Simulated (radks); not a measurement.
**Filling a hard-walled sphere of radius 2.09 bohr*, with a point charge of +1 at the centre: electrons 1 to 7**

Aim: add electrons one at a time to a hard-walled sphere of radius 2.09 bohr*, with a point charge of +1 at the centre, try the lowest free levels for each, keep the configuration of least energy, and see where shells close.

The numbers are computed with radks (version 2): non-relativistic spin-polarised Kohn-Sham, r2SCAN, spherically averaged shells.

## 1. The model

| Quantity | Value |
| --- | --- |
| well | a hard-walled sphere of radius 2.09 bohr*, with a point charge of +1 at the centre |
| functional | r2SCAN |
| levels | named by radial order: 1s, 1p, 1d, 2s, 1f and so on |
| units | effective atomic units, hartree* and bohr* |
| configuration carried in | none |

Each count now gets its runs.

## 2. N = 1

Next run: add 1s up. Settings:

```ini
kind = hard wall
xc = R2SCAN
radius = 2.09  # bohr
z = 1  # e
electrons = 1
background = 0  # e
configuration = 1s(up 1, down 0)
```

The run is started by

```sh
python run_model.py task.json out
```

task.json names the series; the program runs every candidate in turn, and a move starts from the lowest state found so far. In the records, mag is the spin moment and err the last SCF error; their hartree and bohr are effective units.

From the run's result record (rounded, not every field):

```text
{
  "status": "converged",
  "energy_total [hartree]": -0.176534725,
  "energy_kinetic [hartree]": 1.30713,
  "energy_external [hartree]": -1.485242,
  "energy_hartree [hartree]": 0.5043033,
  "energy_xc [hartree]": -0.5027261,
  "energy_background [hartree]": 0.0,
  "orbitals [level, occupation, hartree, mean radius in bohr]": [
    ["1s up", 1, 0.158083, 0.891674]
  ],
  "r2_mean [bohr^2]": 0.9438867,
  "mag [bohr magneton]": 1,
  "err": 1.9e-07
}
```

Lowest: 1s(up 1, down 0).

## 3. 2 electrons

Next run: add 1s down. Settings:

```ini
kind = hard wall
xc = R2SCAN
radius = 2.09  # bohr
z = 1  # e
electrons = 2
background = 0  # e
configuration = 1s2
```

From the run's result record (rounded, not every field):

```text
{
  "status": "converged",
  "energy_total [hartree]": 0.584935085,
  "energy_kinetic [hartree]": 2.44147,
  "energy_external [hartree]": -2.767656,
  "energy_hartree [hartree]": 1.900191,
  "energy_xc [hartree]": -0.9890694,
  "energy_background [hartree]": 0.0,
  "orbitals [level, occupation, hartree, mean radius in bohr]": [
    ["1s up", 1, 1.08035, 0.943457],
    ["1s down", 1, 1.08035, 0.943457]
  ],
  "r2_mean [bohr^2]": 1.043615,
  "mag [bohr magneton]": 0,
  "err": 3.7e-07
}
```

Next run: add 1p up. Changed: configuration = 1s(up 1, down 0) 1p(up 1, down 0).

Result:

```text
{
  "status": "converged",
  "energy_total [hartree]": 1.89442117,
  "energy_kinetic [hartree]": 3.561746,
  "energy_external [hartree]": -2.325073,
  "energy_hartree [hartree]": 1.668018,
  "energy_xc [hartree]": -1.010269,
  "energy_background [hartree]": 0.0,
  "orbitals [level, occupation, hartree, mean radius in bohr]": [
    ["1s up", 1, 0.826446, 0.929799],
    ["1p up", 1, 2.36017, 1.20859]
  ],
  "r2_mean [bohr^2]": 1.294734,
  "mag [bohr magneton]": 2,
  "err": 6.8e-08
}
```

| candidate | configuration | above the lowest (hartree*) |
| --- | --- | --- |
| add 1s down | 1s2 | lowest |
| add 1p up | 1s(up 1, down 0) 1p(up 1, down 0) | 1.31 |

Kept: 1s2.

## 4. N = 3

Next run: add 1p up. Settings:

```ini
kind = hard wall
xc = R2SCAN
radius = 2.09  # bohr
z = 1  # e
electrons = 3
background = 0  # e
configuration = 1s2 1p(up 1, down 0)
```

From the run's result record (rounded, not every field):

```text
{
  "status": "converged",
  "energy_total [hartree]": 3.4171767,
  "energy_kinetic [hartree]": 4.694477,
  "energy_external [hartree]": -3.561111,
  "energy_hartree [hartree]": 3.792383,
  "energy_xc [hartree]": -1.508572,
  "energy_background [hartree]": 0.0,
  "orbitals [level, occupation, hartree, mean radius in bohr]": [
    ["1s up", 1, 1.7226, 0.979357],
    ["1p up", 1, 3.11483, 1.23211],
    ["1s down", 1, 1.84495, 0.963263]
  ],
  "r2_mean [bohr^2]": 1.275288,
  "mag [bohr magneton]": 1,
  "err": 9.3e-07
}
```

Next run: add 1d up. Changed: configuration = 1s2 1d(up 1, down 0).

Result:

```text
{
  "status": "converged",
  "energy_total [hartree]": 4.9790515,
  "energy_kinetic [hartree]": 6.197245,
  "energy_external [hartree]": -3.466665,
  "energy_hartree [hartree]": 3.653352,
  "energy_xc [hartree]": -1.404881,
  "energy_background [hartree]": 0.0,
  "orbitals [level, occupation, hartree, mean radius in bohr]": [
    ["1s up", 1, 1.71939, 0.976069],
    ["1d up", 1, 4.63083, 1.35642],
    ["1s down", 1, 1.78055, 0.959454]
  ],
  "r2_mean [bohr^2]": 1.370119,
  "mag [bohr magneton]": 1,
  "err": 6.1e-07
}
```

| candidate | configuration | above the lowest (hartree*) |
| --- | --- | --- |
| add 1p up | 1s2 1p(up 1, down 0) | lowest |
| add 1d up | 1s2 1d(up 1, down 0) | 1.56 |

Kept: 1s2 1p(up 1, down 0).

From the same record, its empty bound levels (hartree) and its density (bohr, e/bohr³):

```text
empty: [["1d up", 4.6967], ["2s up", 4.9491], ["1f up", 6.5862], ["1p down", 3.2439], ["1d down", 4.8045], ["2s down", 4.9706], ["1f down", 6.6652]]
r: [0.04517, 0.1499, 0.2547, 0.3594, 0.4642, 0.569, 0.6737, 0.7785, 0.8832, 0.988, 1.093, 1.197, 1.302, 1.407, 1.512, 1.617, 1.721, 1.826, 1.931, 2.036]
n: [0.9197, 0.7528, 0.6237, 0.5239, 0.446, 0.3841, 0.3333, 0.29, 0.2514, 0.2157, 0.1816, 0.1493, 0.1184, 0.08979, 0.06411, 0.04221, 0.02488, 0.01213, 0.00412, 0.0004423]
```

## 5. Electron number 4

Next run: add 1p up. Settings:

```ini
kind = hard wall
xc = R2SCAN
radius = 2.09  # bohr
z = 1  # e
electrons = 4
background = 0  # e
configuration = 1s2 1p(up 2, down 0)
```

From the run's result record (rounded, not every field):

```text
{
  "status": "converged",
  "energy_total [hartree]": 6.8311923,
  "energy_kinetic [hartree]": 6.97247,
  "energy_external [hartree]": -4.349317,
  "energy_hartree [hartree]": 6.369329,
  "energy_xc [hartree]": -2.161291,
  "energy_background [hartree]": 0.0,
  "orbitals [level, occupation, hartree, mean radius in bohr]": [
    ["1s up", 1, 2.41065, 1.0079],
    ["1p up", 2, 3.71908, 1.24471],
    ["1s down", 1, 2.59519, 0.981886]
  ],
  "r2_mean [bohr^2]": 1.402231,
  "mag [bohr magneton]": 2,
  "err": 7.8e-07
}
```

Next run: add 1p down. Changed: configuration = 1s2 1p(up 1, down 1).

Result:

```text
{
  "status": "converged",
  "energy_total [hartree]": 6.94910851,
  "energy_kinetic [hartree]": 6.968319,
  "energy_external [hartree]": -4.342561,
  "energy_hartree [hartree]": 6.363139,
  "energy_xc [hartree]": -2.039788,
  "energy_background [hartree]": 0.0,
  "orbitals [level, occupation, hartree, mean radius in bohr]": [
    ["1s up", 1, 2.47694, 0.997523],
    ["1p up", 1, 3.81663, 1.2443],
    ["1s down", 1, 2.47694, 0.997523],
    ["1p down", 1, 3.81663, 1.2443]
  ],
  "r2_mean [bohr^2]": 1.4047,
  "mag [bohr magneton]": 0,
  "err": 1e-07
}
```

Next run: add 1d up. Changed: configuration = 1s2 1p(up 1, down 0) 1d(up 1, down 0).

Result:

```text
{
  "status": "converged",
  "energy_total [hartree]": 8.36566784,
  "energy_kinetic [hartree]": 8.473866,
  "energy_external [hartree]": -4.258793,
  "energy_hartree [hartree]": 6.209276,
  "energy_xc [hartree]": -2.058682,
  "energy_background [hartree]": 0.0,
  "orbitals [level, occupation, hartree, mean radius in bohr]": [
    ["1s up", 1, 2.38274, 1.00708],
    ["1p up", 1, 3.68836, 1.24756],
    ["1d up", 1, 5.21484, 1.36188],
    ["1s down", 1, 2.53679, 0.975261]
  ],
  "r2_mean [bohr^2]": 1.470754,
  "mag [bohr magneton]": 2,
  "err": 3.3e-07
}
```

Next run: move 1p up to 1p down: the same state as a run above.

| candidate | configuration | above the lowest (hartree*) |
| --- | --- | --- |
| add 1p up | 1s2 1p(up 2, down 0) | lowest |
| add 1p down | 1s2 1p(up 1, down 1) | 0.118 |
| add 1d up | 1s2 1p(up 1, down 0) 1d(up 1, down 0) | 1.53 |
| move 1p up to 1p down | 1s2 1p(up 1, down 1) | 0.118 |

Lowest: 1s2 1p(up 2, down 0).

## 6. Electron number 5

Next run: add 1p up. Settings:

```ini
kind = hard wall
xc = R2SCAN
radius = 2.09  # bohr
z = 1  # e
electrons = 5
background = 0  # e
configuration = 1s2 1p(up 3, down 0)
```

From the run's result record (rounded, not every field):

```text
{
  "status": "converged",
  "energy_total [hartree]": 10.8623595,
  "energy_kinetic [hartree]": 9.276702,
  "energy_external [hartree]": -5.131221,
  "energy_hartree [hartree]": 9.618067,
  "energy_xc [hartree]": -2.901189,
  "energy_background [hartree]": 0.0,
  "orbitals [level, occupation, hartree, mean radius in bohr]": [
    ["1s up", 1, 3.10128, 1.03227],
    ["1p up", 3, 4.34547, 1.25614],
    ["1s down", 1, 3.33227, 0.999279]
  ],
  "r2_mean [bohr^2]": 1.487083,
  "mag [bohr magneton]": 3,
  "err": 3.3e-07
}
```

Next run: add 1p down. Changed: configuration = 1s2 1p(up 2, down 1).

Result:

```text
{
  "status": "converged",
  "energy_total [hartree]": 11.0636158,
  "energy_kinetic [hartree]": 9.272545,
  "energy_external [hartree]": -5.121083,
  "energy_hartree [hartree]": 9.606751,
  "energy_xc [hartree]": -2.694598,
  "energy_background [hartree]": 0.0,
  "orbitals [level, occupation, hartree, mean radius in bohr]": [
    ["1s up", 1, 3.15164, 1.02416],
    ["1p up", 2, 4.41751, 1.2566],
    ["1s down", 1, 3.21398, 1.01423],
    ["1p down", 1, 4.51454, 1.2555]
  ],
  "r2_mean [bohr^2]": 1.490292,
  "mag [bohr magneton]": 1,
  "err": 8.3e-07
}
```

Next run: add 1d up. Changed: configuration = 1s2 1p(up 2, down 0) 1d(up 1, down 0).

Result:

```text
{
  "status": "converged",
  "energy_total [hartree]": 12.3657451,
  "energy_kinetic [hartree]": 10.77479,
  "energy_external [hartree]": -5.046157,
  "energy_hartree [hartree]": 9.442418,
  "energy_xc [hartree]": -2.805308,
  "energy_background [hartree]": 0.0,
  "orbitals [level, occupation, hartree, mean radius in bohr]": [
    ["1s up", 1, 3.06882, 1.03134],
    ["1p up", 2, 4.31483, 1.25739],
    ["1d up", 1, 5.81684, 1.36833],
    ["1s down", 1, 3.27946, 0.992025]
  ],
  "r2_mean [bohr^2]": 1.539185,
  "mag [bohr magneton]": 3,
  "err": 7.6e-07
}
```

Next run: move 1p up to 1p down: the same state as a run above.

| candidate | configuration | above the lowest (hartree*) |
| --- | --- | --- |
| add 1p up | 1s2 1p(up 3, down 0) | lowest |
| add 1p down | 1s2 1p(up 2, down 1) | 0.201 |
| add 1d up | 1s2 1p(up 2, down 0) 1d(up 1, down 0) | 1.50 |
| move 1p up to 1p down | 1s2 1p(up 2, down 1) | 0.201 |

Lowest: 1s2 1p(up 3, down 0).

## 7. 6 electrons

Next run: add 1p down. Settings:

```ini
kind = hard wall
xc = R2SCAN
radius = 2.09  # bohr
z = 1  # e
electrons = 6
background = 0  # e
configuration = 1s2 1p(up 3, down 1)
```

From the run's result record (rounded, not every field):

```text
{
  "status": "converged",
  "energy_total [hartree]": 15.7902733,
  "energy_kinetic [hartree]": 11.60694,
  "energy_external [hartree]": -5.893513,
  "energy_hartree [hartree]": 13.51065,
  "energy_xc [hartree]": -3.433803,
  "energy_background [hartree]": 0.0,
  "orbitals [level, occupation, hartree, mean radius in bohr]": [
    ["1s up", 1, 3.82987, 1.04709],
    ["1p up", 3, 5.03781, 1.26752],
    ["1s down", 1, 3.94024, 1.02988],
    ["1p down", 1, 5.20701, 1.26619]
  ],
  "r2_mean [bohr^2]": 1.554117,
  "mag [bohr magneton]": 2,
  "err": 4.9e-07
}
```

Next run: add 1d up. Changed: configuration = 1s2 1p(up 3, down 0) 1d(up 1, down 0).

Result:

```text
{
  "status": "converged",
  "energy_total [hartree]": 16.9981947,
  "energy_kinetic [hartree]": 13.10301,
  "energy_external [hartree]": -5.826058,
  "energy_hartree [hartree]": 13.33808,
  "energy_xc [hartree]": -3.61683,
  "energy_background [hartree]": 0.0,
  "orbitals [level, occupation, hartree, mean radius in bohr]": [
    ["1s up", 1, 3.75379, 1.05187],
    ["1p up", 3, 4.95127, 1.26733],
    ["1d up", 1, 6.42577, 1.3751],
    ["1s down", 1, 4.0104, 1.00864]
  ],
  "r2_mean [bohr^2]": 1.592036,
  "mag [bohr magneton]": 4,
  "err": 7.7e-07
}
```

Next run: add 1d down. Changed: configuration = 1s2 1p(up 3, down 0) 1d(up 0, down 1).

Result:

```text
{
  "status": "converged",
  "energy_total [hartree]": 17.2684374,
  "energy_kinetic [hartree]": 13.09859,
  "energy_external [hartree]": -5.823472,
  "energy_hartree [hartree]": 13.33504,
  "energy_xc [hartree]": -3.341727,
  "energy_background [hartree]": 0.0,
  "orbitals [level, occupation, hartree, mean radius in bohr]": [
    ["1s up", 1, 3.7935, 1.04008],
    ["1p up", 3, 5.01736, 1.26435],
    ["1s down", 1, 3.94969, 1.02602],
    ["1d down", 1, 6.63514, 1.38005]
  ],
  "r2_mean [bohr^2]": 1.592857,
  "mag [bohr magneton]": 2,
  "err": 8e-07
}
```

Next run: move 1p up to 1p down. Changed: configuration = 1s2 1p(up 2, down 2).

Result:

```text
{
  "status": "converged",
  "energy_total [hartree]": 15.8729854,
  "energy_kinetic [hartree]": 11.60644,
  "energy_external [hartree]": -5.889808,
  "energy_hartree [hartree]": 13.50557,
  "energy_xc [hartree]": -3.349222,
  "energy_background [hartree]": 0.0,
  "orbitals [level, occupation, hartree, mean radius in bohr]": [
    ["1s up", 1, 3.87791, 1.03944],
    ["1p up", 2, 5.10937, 1.26742],
    ["1s down", 1, 3.87791, 1.03944],
    ["1p down", 2, 5.10937, 1.26742]
  ],
  "r2_mean [bohr^2]": 1.555201,
  "mag [bohr magneton]": 0,
  "err": 6.9e-07
}
```

| candidate | configuration | above the lowest (hartree*) |
| --- | --- | --- |
| add 1p down | 1s2 1p(up 3, down 1) | lowest |
| add 1d up | 1s2 1p(up 3, down 0) 1d(up 1, down 0) | 1.21 |
| add 1d down | 1s2 1p(up 3, down 0) 1d(up 0, down 1) | 1.48 |
| move 1p up to 1p down | 1s2 1p(up 2, down 2) | 0.0827 |

The series goes on from 1s2 1p(up 3, down 1).

From the same record, its empty bound levels (hartree) and its density (bohr, e/bohr³):

```text
empty: [["1d up", 6.5088], ["2s up", 6.9771], ["1f up", 8.3061], ["1d down", 6.7053], ["2s down", 7.0738], ["1f down", 8.5303]]
r: [0.04987, 0.1544, 0.2589, 0.3634, 0.4679, 0.5724, 0.677, 0.7815, 0.886, 0.9905, 1.095, 1.2, 1.304, 1.409, 1.513, 1.618, 1.722, 1.827, 1.931, 2.036]
n: [0.6836, 0.5762, 0.5077, 0.4667, 0.4444, 0.4334, 0.4279, 0.4226, 0.4135, 0.3972, 0.3714, 0.3351, 0.2895, 0.2364, 0.1806, 0.1257, 0.07744, 0.03904, 0.01369, 0.001488]
```

## 8. 7 electrons

Next run: add 1p down. Settings:

```ini
kind = hard wall
xc = R2SCAN
radius = 2.09  # bohr
z = 1  # e
electrons = 7
background = 0  # e
configuration = 1s2 1p(up 3, down 2)
```

From the run's result record (rounded, not every field):

```text
{
  "status": "converged",
  "energy_total [hartree]": 21.2885594,
  "energy_kinetic [hartree]": 13.97317,
  "energy_external [hartree]": -6.651507,
  "energy_hartree [hartree]": 18.05431,
  "energy_xc [hartree]": -4.087411,
  "energy_background [hartree]": 0.0,
  "orbitals [level, occupation, hartree, mean radius in bohr]": [
    ["1s up", 1, 4.54753, 1.0615],
    ["1p up", 3, 5.72381, 1.27784],
    ["1s down", 1, 4.59498, 1.05443],
    ["1p down", 2, 5.79488, 1.27754]
  ],
  "r2_mean [bohr^2]": 1.607034,
  "mag [bohr magneton]": 1,
  "err": 3.5e-07
}
```

Next run: add 1d up. Changed: configuration = 1s2 1p(up 3, down 1) 1d(up 1, down 0).

Result:

```text
{
  "status": "converged",
  "energy_total [hartree]": 22.5858155,
  "energy_kinetic [hartree]": 15.45963,
  "energy_external [hartree]": -6.584001,
  "energy_hartree [hartree]": 17.86727,
  "energy_xc [hartree]": -4.15708,
  "energy_background [hartree]": 0.0,
  "orbitals [level, occupation, hartree, mean radius in bohr]": [
    ["1s up", 1, 4.47441, 1.06612],
    ["1p up", 3, 5.63914, 1.27812],
    ["1d up", 1, 7.08457, 1.38278],
    ["1s down", 1, 4.61694, 1.03798],
    ["1p down", 1, 5.86732, 1.273]
  ],
  "r2_mean [bohr^2]": 1.638868,
  "mag [bohr magneton]": 3,
  "err": 6.3e-07
}
```

Next run: add 1d down. Changed: configuration = 1s2 1p(up 3, down 1) 1d(up 0, down 1).

Result:

```text
{
  "status": "converged",
  "energy_total [hartree]": 22.7426169,
  "energy_kinetic [hartree]": 15.45801,
  "energy_external [hartree]": -6.579522,
  "energy_hartree [hartree]": 17.8619,
  "energy_xc [hartree]": -3.997772,
  "energy_background [hartree]": 0.0,
  "orbitals [level, occupation, hartree, mean radius in bohr]": [
    ["1s up", 1, 4.51099, 1.0541],
    ["1p up", 3, 5.70352, 1.27464],
    ["1s down", 1, 4.57325, 1.05456],
    ["1p down", 1, 5.7667, 1.27995],
    ["1d down", 1, 7.21122, 1.38462]
  ],
  "r2_mean [bohr^2]": 1.639809,
  "mag [bohr magneton]": 1,
  "err": 5.3e-07
}
```

| candidate | configuration | above the lowest (hartree*) |
| --- | --- | --- |
| add 1p down | 1s2 1p(up 3, down 2) | lowest |
| add 1d up | 1s2 1p(up 3, down 1) 1d(up 1, down 0) | 1.30 |
| add 1d down | 1s2 1p(up 3, down 1) 1d(up 0, down 1) | 1.45 |

The series goes on from 1s2 1p(up 3, down 2).

## 9. Trends over these counts

| N | configuration | unpaired | chemical potential (hartree*) | addition energy (hartree*) | rms radius (bohr*) |
| --- | --- | --- | --- | --- | --- |
| 1 | 1s(up 1, down 0) | 1 | -0.1765 | 0.938 | 0.972 |
| 2 | 1s2 | 0 | 0.7615 | 2.07 | 1.02 |
| 3 | 1s2 1p(up 1, down 0) | 1 | 2.832 | 0.582 | 1.13 |
| 4 | 1s2 1p(up 2, down 0) | 2 | 3.414 | 0.617 | 1.18 |
| 5 | 1s2 1p(up 3, down 0) | 3 | 4.031 | 0.897 | 1.22 |
| 6 | 1s2 1p(up 3, down 1) | 2 | 4.928 | 0.570 | 1.25 |
| 7 | 1s2 1p(up 3, down 2) | 1 | 5.498 | - | 1.27 |

Chemical potential E(N) - E(N-1); addition energy E(N+1) + E(N-1) - 2E(N).

Density of N = 7:

r (bohr*), 4πr² × density and a bar:
```
     0.05       0.02 
     0.21       0.27 #
     0.36       0.75 ###
     0.52       1.51 ######
     0.68       2.60 ###########
     0.83       4.01 ################
     0.99       5.55 ######################
     1.15       6.84 ############################
     1.30       7.41 ##############################
     1.46       6.86 ############################
     1.62       5.17 #####################
     1.77       2.86 ############
     1.93       0.82 ###
     2.09       0.00
```

## 10. Results

| quantity | value |
| --- | --- |
| closed shells at N | 2 |
| largest addition energy | 2.07 hartree* at N = 2 (of N = 1 to 6) |
| most unpaired electrons | 3 at N = 5 |
| configuration at N = 7 | 1s2 1p(up 3, down 2) |

**Reading.** Shells close at N = 2, and the second difference peaks there. Among the lowest states kept at each count, up to 3 electrons are unpaired (N = 5), since exchange favours parallel spins. Only a few candidates are tried at each count, so a lower state may have been missed.
